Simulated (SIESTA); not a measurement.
**Ti5Si under changes of volume**

One of the cells (16.645 Å³/atom); the others are scaled copies at fixed shape and fractional positions:

```
Ti Si
1.0
     2.53955    1.46621    4.47032
    -2.53955    1.46621    4.47032
     0.00000   -2.93242    4.47032
Ti Si
5 1
Direct
  0.39465 0.00000 0.60535
  0.84856 0.84856 0.84856
  0.00000 0.60535 0.39465
  0.60535 0.39465 0.00000
  0.15144 0.15144 0.15144
  0.50000 0.50000 0.50000
```

The cell comes from a database or a generator and needn't be the stable form of this composition.

- Program: SIESTA 5.4.2
- Functional: PBE
- Potentials or basis: PseudoDojo 0.4 standard (PBE files)
- Basis: DZP (energy shift 0.003 Ry; two zetas on semicore shells)
- Grid cutoff: 800 Ry
- Energy shift: 0.003 Ry
- k mesh: 7 × 7 × 7
- Occupations: fermi-dirac, width 0.05 eV
- Spin: no spin polarisation

```tsv
volume (Å³/atom)	energy over the lowest point (meV/atom)	pressure (GPa)	largest force (eV/Å)
15.340	27.81	9.4	0.113
15.666	12.03	6.2	0.071
15.992	?	?	?
16.645	0.00	-1.9	0.041
16.972	6.08	-4.0	0.063
17.298	16.40	-6.0	0.086
```

Question: What does the run at 15.992 Å³/atom give?

Answer: Energy over the lowest point 2.41 meV/atom; pressure 3.3 GPa; largest force 0.044 eV/Å.

Worked out: A Birch-Murnaghan fit of order 3 (a polynomial in V^(-2/3)) to the other rows has its minimum at 16.39 Å³/atom with B0 = V·E''(V) = 125 GPa and B' = 3.8 at fixed shape and positions, which overstates the stiffness. It gives 2.50 meV/atom at 15.992 Å³/atom, against the run's 2.41, and -dE/dV = 3.2 GPa, against 3.3.

Energies are extrapolated to zero smearing.

Caveats: the basis of atomic orbitals isn't converged, which shifts pressures, moduli and gaps.
